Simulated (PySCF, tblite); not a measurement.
# C2H8Cl2OSi2: geometry, infrared bands and NMR shifts

Wanted: the infrared bands and NMR shifts of C2H8Cl2OSi2 (`CO[Si@@H](Cl)[SiH2]CCl`), by calculation.

Programs: tblite 0.8.0 and PySCF 2.14.0, with density-fitted response routines of our own. Each step states its level of theory. These are calculated values for one molecule in the gas phase, unless marked as measured. Atoms count from 0, in the outputs and in this text.

### Step 1. The starting structure

15 atoms, charge 0, multiplicity 1; geometry from: force field or distance geometry start.

Bonds of the start (Å): C0–O1 1.39, O1–Si2 1.73, Si2–Cl3 2.10, Si2–Si4 2.21, Si4–C5 1.86, C5–Cl6 1.79, C0–H7 1.10, C0–H8 1.11, C0–H9 1.11, Si2–H10 1.48, Si4–H11 1.47, Si4–H12 1.47, C5–H13 1.12, C5–H14 1.10.

### Step 2. Geometry optimisation with GFN2-xTB

Job settings and geometry (Å):

```
{"job": {"kind": "relax", "xc": "GFN2-xTB", "basis": "xTB"}, "charge": 0, "multiplicity": 1}
C     -2.927100     0.422600     0.091300
O     -1.640500     0.946600     0.205900
Si    -0.585400    -0.340100    -0.279000
Cl    -0.416700    -0.325700    -2.367800
Si     1.366100    -0.296500     0.760900
C      2.731500     0.421900    -0.272900
Cl     3.946100    -0.855900    -0.583500
H     -3.031900    -0.432500     0.783200
H     -3.120500     0.034600    -0.935000
H     -3.693600     1.183900     0.342600
H     -1.280400    -1.581600     0.141100
H      1.710700    -1.674500     1.130800
H      1.256800     0.522000     1.982300
H      3.272000     1.200200     0.315200
H      2.408600     0.783100    -1.265200
```

On the command line:

```sh
> OMP_NUM_THREADS=1 python probes_run.py task.json out
```

This one command runs all jobs of the session in turn.

**Question.** This job is followed by: GFN2-xTB harmonic vibrations, gas phase; GIAO PBE0/pcSseg-1 NMR shielding, non-relativistic, gas phase. Predict these results of the whole session: strongest single infrared mode (GFN2-xTB); zero-point energy (GFN2-xTB); ¹³C shifts against TMS (PBE0/pcSseg-1); ¹H shifts against TMS (PBE0/pcSseg-1, means over atoms taken as alike); ¹⁷O shifts against H2O (PBE0/pcSseg-1); ²⁹Si shifts against TMS (PBE0/pcSseg-1); ³⁵Cl shifts against HCl (PBE0/pcSseg-1); surface potential, 1st and 99th percentile.

The runs gave:

| quantity | value |
| --- | --- |
| strongest single infrared mode (GFN2-xTB) | 2188 cm⁻¹, 342 km/mol |
| zero-point energy (GFN2-xTB) | 59.9 kcal/mol |
| ¹³C shifts against TMS (PBE0/pcSseg-1) | 52.9, 29.1 ppm |
| ¹H shifts against TMS (PBE0/pcSseg-1, means over atoms taken as alike) | 6.14, 4.18, 4.00, 3.84, 3.07, 3.07 ppm |
| ¹⁷O shifts against H2O (PBE0/pcSseg-1) | 36.0 ppm |
| ²⁹Si shifts against TMS (PBE0/pcSseg-1) | 1.7, -67.8 ppm |
| ³⁵Cl shifts against HCl (PBE0/pcSseg-1) | 49, 27 ppm |
| surface potential, 1st and 99th percentile | -0.71 V and 1.07 V |

In words: Relaxing lowered the energy by 0.923 eV in 152 steps; the close pair that moved most is O1–Si2, from 1.733 to 1.621 Å. No mode is imaginary among the 39: a minimum at this level. The strongest single mode, at 2188 cm⁻¹, moves mainly H10. GFN2-xTB is a fitted tight-binding method: band positions and strengths are rough. Its intensities can rank the bands wrongly. C0 (methyl carbon bonded to O) lies farthest downfield among carbon, at 52.9 ppm; deshielded by the electronegative neighbour. At PBE0/pcSseg-1: The largest span, 278 ppm, is at Cl6, where the paramagnetic term is -245 ppm. At PBE0/pcSseg-1, counted by nearest atom on the grid, the HOMO lies on Cl6 35 %; C5 12 %, the LUMO on Si2 21 %; Si4 17 %.
